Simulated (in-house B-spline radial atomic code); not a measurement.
# In¹¹⁺: density, ELF and screening along the radius

Aim: the shell structure of In¹¹⁺ in the radial density, the electron localisation function and the screened nuclear charge, under several settings.

Method: several methods, spin-polarised, as named in each step; spherical all-electron atom at the radial basis limit. Code: in-house B-spline radial atomic code version 1.

**1. Starting point**

- element: indium (Z = 49)
- charge: +11
- electrons: 38
- configuration: [Kr] 4d2
- nucleus: point (non-relativistic runs) or finite (X2C runs)

Outer shells as boxes (Hund's rule):

[Kr] 4d2
```
[Kr] core
4d [↑ ][↑ ][  ][  ][  ]
```

Where spins are not typed, each open shell is filled with up spins first.

**2. LDA (VWN5), non-rel.**

Settings of the run:

```ini
Z = 49
electrons = 38.0
configuration = [Kr] 4d2
hamiltonian = nr
method = lda,vwn
spin_polarised = True
```

Run with:

```sh
> python run_scf.py task.json out
```

The settings of every run stand in task.json; they run in order.

Main fields of the result record, rounded:

```text
status: converged
scf [iteration, energy, orbital gradient]:
  - [1, -5682.33489686, 1.08]
  - [2, -5694.82141456, 0.614]
  - [3, -5697.91203223, 0.151]
  - [4, -5698.14956685, 0.0375]
  - [5, -5698.16404319, 0.0208]
  - [6, -5698.16809393, 0.00109]
  - [7, -5698.16810296, 8.06e-06]
  - [8, -5698.16810296, 4.57e-07]
energy [hartree]: {"total": -5698.16810296, "kinetic": 5695.24907336, "nuclear": -13241.5135135, "coulomb": 1990.80330965, "xc": -142.706972431}
orbitals [hartree, bohr; first row names the columns]:
  - ["name", "occ", "eps", "<r>", "<r^2>", "<1/r>", "r_max", "density_at_nucleus", "spin_orbit_zeta"]
  - ["1s up", 1.0, -992.12255, 0.03108, 0.001292, 48.431, 0.020577, 36582.0, "-"]
  - ["1s down", 1.0, -992.12176, 0.03108, 0.001292, 48.431, 0.020577, 36582.0, "-"]
  - ["2s up", 1.0, -152.62414, 0.13441, 0.021217, 11.053, 0.11408, 3798.3, "-"]
  - ["2s down", 1.0, -152.59596, 0.13441, 0.021215, 11.053, 0.11407, 3798.8, "-"]
  - ["2p up", 3.0, -143.17673, 0.11465, 0.015986, 11.064, 0.089278, "-", 4.7454]
  - ["2p down", 3.0, -143.15478, 0.11464, 0.015984, 11.065, 0.089272, "-", 4.7462]
  - ["3s up", 1.0, -35.491309, 0.36116, 0.14889, 3.9784, 0.32769, 727.07, "-"]
  - ["3s down", 1.0, -35.471524, 0.36103, 0.14875, 3.9795, 0.3277, 727.37, "-"]
  - ["3p up", 3.0, -31.626213, 0.35196, 0.14353, 3.9039, 0.31386, "-", 0.85675]
  - ["3p down", 3.0, -31.605272, 0.35181, 0.14338, 3.9049, 0.31388, "-", 0.85701]
  - ["3d up", 5.0, -24.466951, 0.32236, 0.12316, 3.7659, 0.25728, "-", 0.11512]
  - ["3d down", 5.0, -24.440056, 0.32223, 0.12302, 3.7666, 0.25736, "-", 0.11513]
  - ["4s up", 1.0, -11.624602, 0.82299, 0.76077, 1.6804, 0.77293, 166.86, "-"]
  - ["4s down", 1.0, -11.528386, 0.82295, 0.76093, 1.681, 0.77226, 167.03, "-"]
  - ["4p up", 3.0, -10.265876, 0.85147, 0.81913, 1.6007, 0.79295, "-", 0.18468]
  - ["4p down", 3.0, -10.170034, 0.85172, 0.81992, 1.6007, 0.79229, "-", 0.18474]
  - ["4d up", 2.0, -7.9243981, 0.91718, 0.96225, 1.4339, 0.83488, "-", 0.020982]
sum_r [bohr^k]: {"-1": 270.235, "1": 15.66518, "2": 10.89355}
density_at_nucleus [bohr^-3]: 82548.87
spin_density_at_nucleus [bohr^-3]: -1.09262
mass_velocity [hartree]: -467.4643
darwin [hartree]: 338.3434
radius_at_0.001 [bohr]: 2.086
radius_enclosing_fraction [bohr]: {"0.5": 0.3104, "0.9": 0.9324, "0.99": 1.436}
slater [hartree]:
  F0(4p up,4p up): 1.0536
  F2(4p up,4p up): 0.5577
  F0(4p up,4p down): 1.0535
  F2(4p up,4p down): 0.55745
  F0(4p up,4d up): 1.0138
  F2(4p up,4d up): 0.52663
  G1(4p up,4d up): 0.66851
  G3(4p up,4d up): 0.42107
  F0(4p down,4p down): 1.0534
  F2(4p down,4p down): 0.5572
  F0(4p down,4d up): 1.0137
  F2(4p down,4d up): 0.52639
  F0(4d up,4d up): 0.97931
  F2(4d up,4d up): 0.50582
  F4(4d up,4d up): 0.34127
```

Wall time 0.2 s (1 thread, shared host).

radius_at_0.001 is where the density falls to 0.001 electrons per bohr³.

Fields along the radius, from the same record (one point in 2):

| r (bohr) | 4πr²n (1/bohr) | ELF | screened charge r·V (e) | reduced gradient s | 4πr²(n↑−n↓) |
| --- | --- | --- | --- | --- | --- |
| 0.00403 | 11.35 | 0.9992 | 47.92 | 0.4140 | -0.0001502 |
| 0.00591 | 20.32 | 0.9986 | 47.43 | 0.4392 | -0.0002688 |
| 0.00865 | 33.34 | 0.9972 | 46.74 | 0.4776 | -0.0004418 |
| 0.0127 | 48.61 | 0.9918 | 45.77 | 0.5372 | -0.0006487 |
| 0.0186 | 59.77 | 0.9634 | 44.46 | 0.6234 | -0.0007926 |
| 0.0272 | 60.06 | 0.7829 | 42.75 | 0.7113 | -0.0004656 |
| 0.0398 | 53.98 | 0.3716 | 40.53 | 0.6262 | 0.003233 |
| 0.0583 | 60.32 | 0.4057 | 37.66 | 0.3206 | 0.02769 |
| 0.0854 | 77.46 | 0.7245 | 34.10 | 0.3325 | 0.1389 |
| 0.125 | 70.08 | 0.6271 | 30.03 | 0.5145 | 0.4508 |
| 0.183 | 54.26 | 0.3141 | 25.58 | 0.3464 | 0.8416 |
| 0.269 | 64.33 | 0.6982 | 20.87 | 0.2695 | 0.5999 |
| 0.393 | 43.30 | 0.6783 | 16.97 | 0.6303 | -0.01163 |
| 0.576 | 17.78 | 0.1960 | 14.14 | 0.5059 | 1.268 |
| 0.844 | 16.04 | 0.7960 | 12.03 | 0.4861 | 2.769 |
| 1.24 | 4.918 | 0.6195 | 11.12 | 1.486 | 1.262 |
| 1.81 | 0.2733 | 0.03371 | 11.00 | 5.815 | 0.1148 |
| 2.65 | 0.001704 | 0.00005 | 11.00 | 42.50 | 0.001163 |

**3. PBE, non-rel.**

Settings of the run:

```ini
Z = 49
electrons = 38.0
configuration = [Kr] 4d2
hamiltonian = nr
method = pbe,pbe
spin_polarised = True
```

From the record:

```text
status: converged
scf [iteration, energy, orbital gradient]:
  - [1, -5687.13709484, 1.11]
  - [2, -5699.82753786, 0.596]
  - [3, -5702.79273238, 0.149]
  - [4, -5703.02692746, 0.0389]
  - [5, -5703.0418119, 0.0205]
  - [6, -5703.04579554, 0.000816]
  - [7, -5703.04580284, 3.1e-05]
  - [8, -5703.04580285, 5.54e-07]
  - [9, -5703.04580285, 1.76e-08]
energy [hartree]: {"total": -5703.04580285, "kinetic": 5701.14227609, "nuclear": -13247.825236, "coulomb": 1991.28226002, "xc": -147.645102917}
orbitals [hartree, bohr; first row names the columns]:
  - ["name", "occ", "eps", "<r>"]
  - ["1s up", 1.0, -993.24936, 0.031053]
  - ["1s down", 1.0, -993.2493, 0.031053]
  - ["2s up", 1.0, -152.74882, 0.1343]
  - ["2s down", 1.0, -152.71981, 0.13429]
  - ["2p up", 3.0, -143.21793, 0.1146]
  - ["2p down", 3.0, -143.19648, 0.11459]
  - ["3s up", 1.0, -35.531399, 0.36053]
  - ["3s down", 1.0, -35.517596, 0.36042]
  - ["3p up", 3.0, -31.638689, 0.35154]
  - ["3p down", 3.0, -31.622781, 0.35142]
  - ["3d up", 5.0, -24.455605, 0.32218]
  - ["3d down", 5.0, -24.430843, 0.32209]
  - ["4s up", 1.0, -11.638258, 0.82301]
  - ["4s down", 1.0, -11.530497, 0.82282]
  - ["4p up", 3.0, -10.271517, 0.85176]
  - ["4p down", 3.0, -10.163995, 0.85196]
  - ["4d up", 2.0, -7.9217399, 0.91797]
sum_r [bohr^k]: {"-1": 270.3638, "1": 15.66237, "2": 10.88979}
```

Wall time 0.08 s (1 thread, shared host).

The record's radial tables, every 4th point:

```csv
r (bohr),4πr²n (1/bohr),ELF,screened charge r·V (e),reduced gradient s,4πr²(n↑−n↓)
0.00403,11.38,0.9992,47.92,0.4140,-0.0001684
0.00865,33.40,0.9972,46.74,0.4777,-0.0004936
0.0186,59.83,0.9634,44.46,0.6238,-0.0008749
0.0398,53.96,0.3708,40.53,0.6265,0.003069
0.0855,77.56,0.7256,34.08,0.3328,0.1381
0.183,54.19,0.3132,25.58,0.3460,0.8386
0.394,43.06,0.6759,16.95,0.6351,-0.01589
0.845,16.08,0.7983,12.02,0.4860,2.785
1.81,0.2745,0.03358,11.00,5.774,0.1153
```

**4. Hartree-Fock, non-rel.**

Settings of the run:

```ini
Z = 49
electrons = 38.0
configuration = [Kr] 4d2
hamiltonian = nr
method = hf
spin_polarised = True
```

From the record:

```text
status: converged
scf [iteration, energy, orbital gradient]:
  - [1, -5685.65231708, 1.13]
  - [2, -5700.14056488, 0.464]
  - [3, -5701.48897369, 0.152]
  - [4, -5701.64589742, 0.0488]
  - [5, -5701.66446115, 0.0181]
  - [6, -5701.66660109, 0.000398]
  - [7, -5701.66660291, 3.89e-05]
  - [8, -5701.66660292, 1.09e-06]
  - [9, -5701.66660292, 8.35e-08]
energy [hartree]: {"total": -5701.66660292, "kinetic": 5701.66659631, "nuclear": -13248.0013496, "coulomb": 1990.23911013, "exact_exchange": -145.570959786}
orbitals [hartree, bohr; first row names the columns]:
  - ["name", "occ", "eps", "<r>"]
  - ["1s up", 1.0, -1006.2846, 0.031049]
  - ["1s down", 1.0, -1006.2839, 0.031049]
  - ["2s up", 1.0, -157.94532, 0.13409]
  - ["2s down", 1.0, -157.89044, 0.13408]
  - ["2p up", 3.0, -147.7245, 0.11466]
  - ["2p down", 3.0, -147.67159, 0.11463]
  - ["3s up", 1.0, -37.913984, 0.35827]
  - ["3s down", 1.0, -37.889467, 0.35804]
  - ["3p up", 3.0, -33.674294, 0.34978]
  - ["3p down", 3.0, -33.644959, 0.34953]
  - ["3d up", 5.0, -25.910082, 0.32168]
  - ["3d down", 5.0, -25.845514, 0.32179]
  - ["4s up", 1.0, -12.488046, 0.82453]
  - ["4s down", 1.0, -12.278585, 0.82471]
  - ["4p up", 3.0, -10.866125, 0.85482]
  - ["4p down", 3.0, -10.613567, 0.85622]
  - ["4d up", 2.0, -8.3305285, 0.92209]
sum_r [bohr^k]: {"-1": 270.3674, "1": 15.67627, "2": 10.9201}
```

Run time: 0.12 s. Hardware: 1 thread, shared host.

Fields along the radius, from the same record (one point in 4):

| r (bohr) | 4πr²n (1/bohr) | ELF | screened charge r·V (e) | reduced gradient s | 4πr²(n↑−n↓) |
| --- | --- | --- | --- | --- | --- |
| 0.00404 | 11.42 | 0.9992 | 47.92 | 0.4138 | -0.0001641 |
| 0.00867 | 33.50 | 0.9972 | 46.73 | 0.4776 | -0.0004738 |
| 0.0186 | 59.87 | 0.9637 | 44.46 | 0.6238 | -0.0007485 |
| 0.0399 | 53.89 | 0.3679 | 40.51 | 0.6255 | 0.003863 |
| 0.0857 | 77.68 | 0.7281 | 34.06 | 0.3334 | 0.1393 |
| 0.184 | 54.08 | 0.3118 | 25.51 | 0.3396 | 0.8408 |
| 0.395 | 42.87 | 0.6754 | 16.93 | 0.6406 | -0.03224 |
| 0.848 | 15.98 | 0.8030 | 12.02 | 0.4878 | 2.787 |
| 1.82 | 0.2609 | 0.03119 | 11.00 | 5.937 | 0.1098 |

**5. PW91, non-rel.**

Settings of the run:

```ini
Z = 49
electrons = 38.0
configuration = [Kr] 4d2
hamiltonian = nr
method = pw91,pw91
spin_polarised = True
```

From the record:

```text
status: converged
scf [iteration, energy, orbital gradient]:
  - [1, -5687.92053694, 1.1]
  - [2, -5700.61070044, 0.6]
  - [3, -5703.60695714, 0.15]
  - [4, -5703.84223384, 0.0385]
  - [5, -5703.85701261, 0.0206]
  - [6, -5703.86102063, 0.000856]
  - [7, -5703.86102801, 2.92e-05]
  - [8, -5703.86102802, 6.9e-07]
  - [9, -5703.86102802, 2.12e-08]
energy [hartree]: {"total": -5703.86102802, "kinetic": 5701.89411404, "nuclear": -13248.7646008, "coulomb": 1991.48009013, "xc": -148.470631433}
orbitals [hartree, bohr; first row names the columns]:
  - ["name", "occ", "eps", "<r>"]
  - ["1s up", 1.0, -993.3718, 0.031053]
  - ["1s down", 1.0, -993.37167, 0.031053]
  - ["2s up", 1.0, -152.77321, 0.13429]
  - ["2s down", 1.0, -152.74439, 0.13429]
  - ["2p up", 3.0, -143.254, 0.11459]
  - ["2p down", 3.0, -143.23253, 0.11458]
  - ["3s up", 1.0, -35.537183, 0.36058]
  - ["3s down", 1.0, -35.522558, 0.36047]
  - ["3p up", 3.0, -31.647693, 0.35156]
  - ["3p down", 3.0, -31.631128, 0.35144]
  - ["3d up", 5.0, -24.465218, 0.32217]
  - ["3d down", 5.0, -24.440277, 0.32208]
  - ["4s up", 1.0, -11.640866, 0.82286]
  - ["4s down", 1.0, -11.534805, 0.82267]
  - ["4p up", 3.0, -10.274941, 0.85158]
  - ["4p down", 3.0, -10.169106, 0.8518]
  - ["4d up", 2.0, -7.9257071, 0.9179]
sum_r [bohr^k]: {"-1": 270.383, "1": 15.66099, "2": 10.88871}
```

It took 0.08 s on 1 thread, shared host.

Fields along the radius, from the same record (one point in 4):

```csv
r (bohr),4πr²n (1/bohr),ELF,screened charge r·V (e),reduced gradient s,4πr²(n↑−n↓)
0.00403,11.38,0.9992,47.92,0.4140,-0.0001688
0.00865,33.40,0.9972,46.74,0.4777,-0.0004949
0.0186,59.83,0.9634,44.46,0.6238,-0.0008814
0.0398,53.97,0.3708,40.53,0.6263,0.003041
0.0855,77.56,0.7256,34.08,0.3329,0.1384
0.183,54.20,0.3133,25.58,0.3459,0.8392
0.394,43.05,0.6756,16.95,0.6349,-0.01489
0.845,16.07,0.7981,12.02,0.4865,2.783
1.81,0.2757,0.03366,11.00,5.729,0.1152
```

**6. OLYP, non-rel.**

Settings of the run:

```ini
Z = 49
electrons = 38.0
configuration = [Kr] 4d2
hamiltonian = nr
method = optx,lyp
spin_polarised = True
```

From the record:

```text
status: converged
scf [iteration, energy, orbital gradient]:
  - [1, -5689.11897592, 1.12]
  - [2, -5702.1127167, 0.593]
  - [3, -5705.07746715, 0.151]
  - [4, -5705.31417216, 0.0411]
  - [5, -5705.32947979, 0.0205]
  - [6, -5705.33349936, 0.000766]
  - [7, -5705.33350537, 4.5e-05]
  - [8, -5705.3335054, 1.49e-06]
  - [9, -5705.3335054, 6.1e-08]
energy [hartree]: {"total": -5705.3335054, "kinetic": 5703.56985976, "nuclear": -13251.9631782, "coulomb": 1993.0867635, "xc": -150.026950419}
orbitals [hartree, bohr; first row names the columns]:
  - ["name", "occ", "eps", "<r>"]
  - ["1s up", 1.0, -993.20642, 0.031057]
  - ["1s down", 1.0, -993.20613, 0.031057]
  - ["2s up", 1.0, -152.89603, 0.13429]
  - ["2s down", 1.0, -152.86525, 0.13428]
  - ["2p up", 3.0, -143.37742, 0.11459]
  - ["2p down", 3.0, -143.35462, 0.11458]
  - ["3s up", 1.0, -35.598569, 0.36034]
  - ["3s down", 1.0, -35.583633, 0.36017]
  - ["3p up", 3.0, -31.710635, 0.35128]
  - ["3p down", 3.0, -31.693262, 0.3511]
  - ["3d up", 5.0, -24.54311, 0.32172]
  - ["3d down", 5.0, -24.516165, 0.32158]
  - ["4s up", 1.0, -11.671209, 0.82201]
  - ["4s down", 1.0, -11.554063, 0.82189]
  - ["4p up", 3.0, -10.303708, 0.85033]
  - ["4p down", 3.0, -10.18666, 0.85071]
  - ["4d up", 2.0, -7.9515926, 0.91569]
sum_r [bohr^k]: {"-1": 270.4482, "1": 15.64076, "2": 10.85505}
```

It took 0.08 s on 1 thread, shared host.

The record's radial tables, every 4th point:

```
r (bohr)  4πr²n (1/bohr)      ELF  screened charge r·V (e)  reduced gradient s  4πr²(n↑−n↓)
 0.00403           11.37   0.9992                    47.92              0.4139   -0.0001710
 0.00865           33.39   0.9972                    46.73              0.4776   -0.0005007
  0.0185           59.74   0.9643                    44.48              0.6223   -0.0008798
  0.0398           53.97   0.3707                    40.53              0.6263     0.003147
  0.0854           77.56   0.7250                    34.09              0.3323       0.1380
   0.183           54.30   0.3139                    25.57              0.3453       0.8406
   0.393           43.30   0.6783                    16.96              0.6334     -0.02203
   0.843           16.16   0.7982                    12.02              0.4824        2.786
    1.81          0.2731  0.03317                    11.00               5.701       0.1125
```

**7. The runs side by side**

| run | total energy (hartree) | highest level (eV) | radius holding 50 / 90 / 99 % (bohr) | radius at n = 0.001 (bohr) | ELF minima on the full grid (bohr) |
| --- | --- | --- | --- | --- | --- |
| LDA (VWN5), non-rel. | -5698.1681 | -215.63 | 0.310 / 0.932 / 1.44 | 2.09 | 0.048, 0.18, 0.58 |
| PBE, non-rel. | -5703.0458 | -215.56 | 0.310 / 0.932 / 1.44 | 2.09 | 0.048, 0.18, 0.58 |
| Hartree-Fock, non-rel. | -5701.6666 | -226.69 | 0.310 / 0.934 / 1.44 | 2.09 | 0.048, 0.18, 0.58 |
| PW91, non-rel. | -5703.8610 | -215.67 | 0.310 / 0.932 / 1.44 | 2.09 | 0.048, 0.18, 0.58 |
| OLYP, non-rel. | -5705.3335 | -216.37 | 0.310 / 0.931 / 1.43 | 2.09 | 0.048, 0.18, 0.57 |

**Reading.** In the first run ELF has 3 minima on the grid, which mark the borders between shells. On the record's full grid the screened charge (r times the electrostatic potential) falls from 48.9 near the nucleus to 11.00 at 3.2 bohr; far out it tends to the net charge, 11. The grid is coarse (about 21 % a step), so the places of minima are rough.

Members of this set that are not shown: 3 used exact exchange with fractional occupations of an open shell, which is unsound here.
